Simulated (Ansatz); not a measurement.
# GeNH3+ (doublet): from Hartree-Fock to the top rungs, cc-pVDZ

One table from this session's results is given with a row withheld; the runs are named, their logs left out.

Method: cc-pVDZ, core rule «outside noble gas», up to 15 orbitals frozen; program: Ansatz 0.2.0, Gaussian basis.

To be run: UHF; CCSD(T) on ROHF; CCSD(T) on UHF; BCCD(T) on ROHF; CISD; CCSDT(Q) on ROHF; CCSDT(Q) on UHF.

28 further runs of the same task are left out: 15 that didn't finish, 13 set aside as unsound or not needed.

## The geometry

The geometry is a PBE0/def2-TZVP stationary point (not a proven minimum) of the parent state, kept for this charge and spin. No spin-orbit coupling is included. The filled d shell of Ge may be among the frozen orbitals whatever the setting's name suggests; the logs give the count.

5 atoms, charge 1, spin multiplicity 2.

Atoms are counted from 1 here; the program's logs count them from 0.

Bond lengths: Ge1–N2 1.894 Å, Ge1–H3 1.537 Å, Ge1–H4 1.537 Å, Ge1–H5 1.537 Å. Angles: N2–Ge1–H3 108.2°, N2–Ge1–H4 108.2°, N2–Ge1–H5 108.2°, H3–Ge1–H4 110.7°, H3–Ge1–H5 110.7°, H4–Ge1–H5 110.7°.

Set-up of the first run:

The input, in.yaml:

```yaml
crystal:
  periodic: [false, false, false]
  atoms:
    - {symbol: Ge, position_ang: [-0.279676, -0.002127, 0.000875]}
    - {symbol: N, position_ang: [1.614684, 0.012278, -0.005052]}
    - {symbol: H, position_ang: [-0.771963, 1.453501, 0.003931]}
    - {symbol: H, position_ang: [-0.751362, -0.736741, 1.265415]}
    - {symbol: H, position_ang: [-0.759290, -0.734117, -1.262204]}
basis:
  gaussian: {orbitals: cc-pVDZ}
total_charge: 1
magnetization: {spin_polarized: true, initial_magnetization: 1}
hamiltonian: {xc: hf}
output: {orbitals: {seedname: orbitals}}
```

Command:

```
ansatz run in.yaml --threads 1 --pin off --events-out ev --progress --plain --max-ram 2393MiB
```

Among the steps run: UHF; CCSD(T) on ROHF; CCSD(T) on UHF; BCCD(T) on ROHF; CISD; CCSDT(Q) on ROHF; CCSDT(Q) on UHF.

One of the session's tables, all rows but one given; the rest of the session is left out.

| method | from RCCSDT(Q) (meV) |
| --- | --- |
| ROHF | +6938.8 |
| RMP2 | +1893.1 |
| UMP2 | +2100.1 |
| RCCSD | +382.5 |
| UCCSD | ? |
| RCCSD(T) | +119.4 |
| UCCSD(T) | -422.1 |
| BCCD(T) | +130.5 |
| RCCSDT | +30.9 |
| UCCSDT | -866.4 |
| RCCSDT(Q) | 0 |
| UCCSDT(Q) | -1061.7 |

Estimate the missing values for UCCSD.

As computed: from RCCSDT(Q) (meV): +203.4. In the column «from RCCSDT(Q) (meV)» it lies between BCCD(T) (+130.5) and RCCSD (+382.5).

Not comparable, so not listed: CISD (they don't share determinant, frozen orbitals or solution with the rows shown, or repeat one).

Caveats from the session: The determinant is far from a pure spin state, so its energy mixes those of several spin states (harmless only where they are near-degenerate, as at dissociation). Left out of the table: UHF (another determinant or state than the rows shown). The program flags UCCSD(T), UCCSDT(Q) as in doubt, so those rows may rest on another solution; read them beside their warnings. Warnings: spin contamination; coupled cluster took another determinant than the lowest; large T1 diagnostic. Restricted and unrestricted rows rest on different reference determinants; where their highest levels disagree by more than a few hundredths of an eV, they describe different states and don't form one ladder.
